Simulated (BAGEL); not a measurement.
# UHF/STO-3G (density fitting with qzvpp-jkfit) run of SiH2SeF (SMILES F[SiH][SeH])

What is the vertical ionisation energy of SiH2SeF at UHF/STO-3G (density fitting with qzvpp-jkfit)? 

The results are computed with BAGEL 1.2.2.

## 1. The molecule

SiH2SeF has 5 atoms, charge 0, and is taken as a doublet. As SMILES, `F[SiH][SeH]`. The coordinates come from a PBE0-D4/def2-TZVP relaxation. This is one conformer, not always the lowest.

Bond lengths: F1–Si2 1.603 Å, Si2–Se3 2.278 Å, Si2–H4 1.497 Å, Se3–H5 1.470 Å. Angles: F1–Si2–Se3 105.1°, F1–Si2–H4 106.6°, Se3–Si2–H4 111.9°, Si2–Se3–H5 90.4°.

## 2. A single-point energy at UHF/STO-3G (density fitting with qzvpp-jkfit)

input.json reads:

```json
{ "bagel" : [

{
  "title" : "molecule",
  "basis" : "sto-3g",
  "df_basis" : "qzvpp-jkfit",
  "angstrom" : true,
  "geometry" : [
    { "atom" : "F", "xyz" : [      -0.580700,      -1.422800,       1.312100 ] },
    { "atom" : "Si", "xyz" : [      -0.677900,      -0.218300,       0.258300 ] },
    { "atom" : "Se", "xyz" : [       1.408800,       0.693300,       0.205500 ] },
    { "atom" : "H", "xyz" : [      -1.053400,      -0.829000,      -1.056400 ] },
    { "atom" : "H", "xyz" : [       0.953100,       1.703200,      -0.760900 ] }
  ]
},

{
  "title" : "uhf",
  "nopen" : 1
},

{
  "title" : "print",
  "file" : "orbitals.molden",
  "orbitals" : true
}

]}
```

Launch:

```console
BAGEL_NUM_THREADS=1 BAGEL input.json > input.out
```

What it wrote:

```text
* using 1 threads per process

  ===============================================================
  ===============================================================

  *** Geometry ***

  { "atom" : "F", "xyz" : [     -1.097364,     -2.688702,      2.479510 ] },
  { "atom" : "Si", "xyz" : [     -1.281045,     -0.412527,      0.488116 ] },
  { "atom" : "Se", "xyz" : [      2.662246,      1.310147,      0.388339 ] },
  { "atom" : "H", "xyz" : [     -1.990638,     -1.566583,     -1.996307 ] },
  { "atom" : "H", "xyz" : [      1.801098,      3.218582,     -1.437893 ] },

  Number of auxiliary basis functions:      507

  Since a DF basis is specified, we compute 2- and 3-index integrals:
    o Being stored without compression. Storage requirement is 0.005 GB

  Number of basis functions:       34
  Number of electrons      :       59

    * METHOD: MOLECULE                             0.19

  *** Open-shell HF ***

  === Nuclear Repulsion ===
   233.1311747803

      * DIIS with orbital gradients will be used.

  === UHF iteration (sto-3g) ===
      0      -2758.26772418          0.02308255           0.06
      1      -2758.34436913          0.00543672           0.06
      2      -2758.35002223          0.00181533           0.06
      3      -2758.35087359          0.00080082           0.06
      4      -2758.35130615          0.00013517           0.06
      5      -2758.35134768          0.00003795           0.06
      6      -2758.35135434          0.00001831           0.06
      7      -2758.35135662          0.00000631           0.06
      8      -2758.35135682          0.00000202           0.06
      9      -2758.35135683          0.00000091           0.06
     10      -2758.35135684          0.00000028           0.06
     11      -2758.35135684          0.00000010           0.06
     12      -2758.35135684          0.00000003           0.06
     13      -2758.35135684          0.00000001           0.06
    * SCF iteration converged.

    * S^2 (UHF) is 0.7538

    * Permanent dipole moment:
           (    0.960053,    -0.398865,     0.400590) a.u.

    * METHOD: UHF                                  0.94

    * METHOD: PRINT                                0.00

  ===============================================================
```

It took 1.2 s on 1 thread of Arm Neoverse V1, shared host.

## 3. The singlet cation

input.json reads:

```json
{ "bagel": [

{
  "title": "molecule",
  "basis": "sto-3g",
  "df_basis": "qzvpp-jkfit",
  "angstrom": "true",
  "geometry": [
    { "atom": "F", "xyz": [      -0.580700,      -1.422800,       1.312100 ] },
    { "atom": "Si", "xyz": [      -0.677900,      -0.218300,       0.258300 ] },
    { "atom": "Se", "xyz": [       1.408800,       0.693300,       0.205500 ] },
    { "atom": "H", "xyz": [      -1.053400,      -0.829000,      -1.056400 ] },
    { "atom": "H", "xyz": [       0.953100,       1.703200,      -0.760900 ] }
  ]
},

{
  "title": "hf",
  "charge": 1
},

{
  "title": "print",
  "file": "orbitals.molden",
  "orbitals": "true"
}

]}
```

Launch:

```console
BAGEL_NUM_THREADS=1 BAGEL input.json > input.out
```

What it wrote:

```text
* using 1 threads per process

  ===============================================================
  ===============================================================

  *** Geometry ***

  { "atom" : "F", "xyz" : [     -1.097364,     -2.688702,      2.479510 ] },
  { "atom" : "Si", "xyz" : [     -1.281045,     -0.412527,      0.488116 ] },
  { "atom" : "Se", "xyz" : [      2.662246,      1.310147,      0.388339 ] },
  { "atom" : "H", "xyz" : [     -1.990638,     -1.566583,     -1.996307 ] },
  { "atom" : "H", "xyz" : [      1.801098,      3.218582,     -1.437893 ] },

  Number of auxiliary basis functions:      507

  Since a DF basis is specified, we compute 2- and 3-index integrals:
    o Being stored without compression. Storage requirement is 0.005 GB

  Number of basis functions:       34
  Number of electrons      :       59

    * METHOD: MOLECULE                             0.19

  *** RHF ***

  === Nuclear Repulsion ===
   233.1311747803

      * DIIS with orbital gradients will be used.

  === RHF iteration (sto-3g) ===
      0      -2757.98708755          0.01687634           0.03
      1      -2758.10671313          0.00854723           0.03
      2      -2758.13503844          0.00096866           0.03
      3      -2758.13596440          0.00032598           0.03
      4      -2758.13608515          0.00012907           0.03
      5      -2758.13610657          0.00003484           0.03
      6      -2758.13610832          0.00001221           0.03
      7      -2758.13610860          0.00000507           0.03
      8      -2758.13610864          0.00000228           0.03
      9      -2758.13610865          0.00000102           0.03
     10      -2758.13610866          0.00000037           0.03
     11      -2758.13610866          0.00000013           0.03
     12      -2758.13610866          0.00000005           0.03
     13      -2758.13610866          0.00000002           0.03
     14      -2758.13610866          0.00000001           0.03
    * SCF iteration converged.

    * Permanent dipole moment:
           (    2.079873,    -0.352770,     0.730234) a.u.

    * METHOD: HF                                   0.55

    * METHOD: PRINT                                0.00

  ===============================================================
```

Run time: 0.87 s. Hardware: 1 thread of Arm Neoverse V1, shared host.

## 4. What came out

Level: UHF/STO-3G (density fitting with qzvpp-jkfit).

| quantity | value |
| --- | --- |
| doublet SiH2SeF: total energy | -2758.35136 Eh |
| doublet SiH2SeF: dipole moment | 2.83 D |
| doublet SiH2SeF: ⟨S²⟩ | 0.754 |
| singlet cation: total energy | -2758.13611 Eh |
| singlet cation: HOMO energy | -14.32 eV |
| singlet cation: LUMO energy | -5.13 eV |
| singlet cation: HOMO–LUMO gap | 9.19 eV |
| vertical ionisation energy (to the singlet cation) | 5.857 eV |

**Reading.** Removing an electron at fixed nuclei costs 5.86 eV (565 kJ/mol). Only the singlet of the ionised species was computed; a triplet could lie lower. In a minimal basis such a difference can be off by several eV, whatever the method.
